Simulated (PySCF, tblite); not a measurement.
**C5H14GeN2: geometry, infrared bands and NMR shifts**

Wanted: the infrared bands and NMR shifts of C5H14GeN2 (`C[N]([GeH3])N1CCCC1`), by calculation.

Computed with tblite 0.8.0 and PySCF 2.14.0, with density-fitted response routines of our own, on a single molecule in the gas phase. Atoms are numbered from 0 throughout.

### Step 1. Starting geometry

22 atoms, charge 0, multiplicity 1; geometry from: force field or distance geometry start.

Bonds of the start (Å): C0–N1 1.42, N1–Ge2 1.83, N1–N3 1.35, N3–C4 1.44, C4–C5 1.53, C5–C6 1.52, C6–C7 1.53, C7–N3 1.41, C0–H8 1.11, C0–H9 1.11, C0–H10 1.12, Ge2–H11 1.55, Ge2–H12 1.52, Ge2–H13 1.57, C4–H14 1.09, C4–H15 1.12, C5–H16 1.12, C5–H17 1.10, C6–H18 1.10, C6–H19 1.10, C7–H20 1.12, C7–H21 1.09.

### Step 2. Relaxing the molecule with GFN2-xTB

The job: settings as JSON, then the geometry in Å.

```
{"job": {"kind": "relax", "xc": "GFN2-xTB", "basis": "xTB"}, "charge": 0, "multiplicity": 1}
C      1.462500    -1.601500     0.076800
N      1.198500    -0.223700     0.306500
Ge     2.640500     0.902000     0.343100
N     -0.018700     0.292000     0.053200
C     -1.011500     0.174800     1.094900
C     -2.244500     0.732000     0.376000
C     -2.108800     0.024500    -0.964500
C     -0.599600     0.068300    -1.207900
H      0.718000    -2.130700    -0.549000
H      2.435400    -1.788000    -0.413200
H      1.499800    -2.181200     1.032300
H      3.245400     0.905100     1.773100
H      3.679200     0.559600    -0.717600
H      2.080600     2.350800     0.140300
H     -1.210100    -0.865900     1.335200
H     -0.751100     0.795000     1.994500
H     -2.094400     1.840000     0.267900
H     -3.178700     0.490700     0.898900
H     -2.384800    -1.031200    -0.836700
H     -2.662300     0.541200    -1.761000
H     -0.454000     0.961700    -1.867700
H     -0.251600    -0.796200    -1.776600
```

The run is started by

```
$ OMP_NUM_THREADS=1 python probes_run.py task.json out
```

The driver reads the jobs from task.json and runs them one after another.

**Question.** This job is followed by: GFN2-xTB harmonic vibrations, gas phase; GIAO PBE0/pcSseg-1 NMR shielding, non-relativistic, gas phase. What will the session give for the following? strongest single infrared mode (GFN2-xTB); zero-point energy (GFN2-xTB); ¹³C shifts against TMS (PBE0/pcSseg-1, means over atoms taken as alike); ¹H shifts against TMS (PBE0/pcSseg-1, means over atoms taken as alike); ¹⁵N shifts against NH3 (PBE0/pcSseg-1); ⁷³Ge shifts against GeMe4 (PBE0/pcSseg-1).

As calculated:

| quantity | value |
| --- | --- |
| strongest single infrared mode (GFN2-xTB) | 2002 cm⁻¹, 396 km/mol |
| zero-point energy (GFN2-xTB) | 113.5 kcal/mol |
| ¹³C shifts against TMS (PBE0/pcSseg-1, means over atoms taken as alike) | 49.2, 28.3, 27.9 ppm |
| ¹H shifts against TMS (PBE0/pcSseg-1, means over atoms taken as alike) | 4.47, 2.94, 2.55, 1.74 ppm |
| ¹⁵N shifts against NH3 (PBE0/pcSseg-1) | 103.3, 65.1 ppm |
| ⁷³Ge shifts against GeMe4 (PBE0/pcSseg-1) | -126 ppm |

What this shows: Relaxing lowered the energy by 0.567 eV in 97 steps; the close pair that moved most is Ge2–H13, from 1.566 to 1.486 Å. The lowest mode is slightly imaginary (8i cm⁻¹), a soft motion within the noise of the Hessian, so the minimum is not strictly shown. The strongest single mode, at 2002 cm⁻¹, moves mainly H12. GFN2-xTB is a fitted tight-binding method: band positions and strengths are rough. Its intensities can rank the bands wrongly. At PBE0/pcSseg-1: The widest tensor belongs to Ge2: span 357 ppm, with a paramagnetic part of -1299 ppm. Spin-orbit coupling is left out, which matters for shieldings and couplings at and beside the heavy atoms.
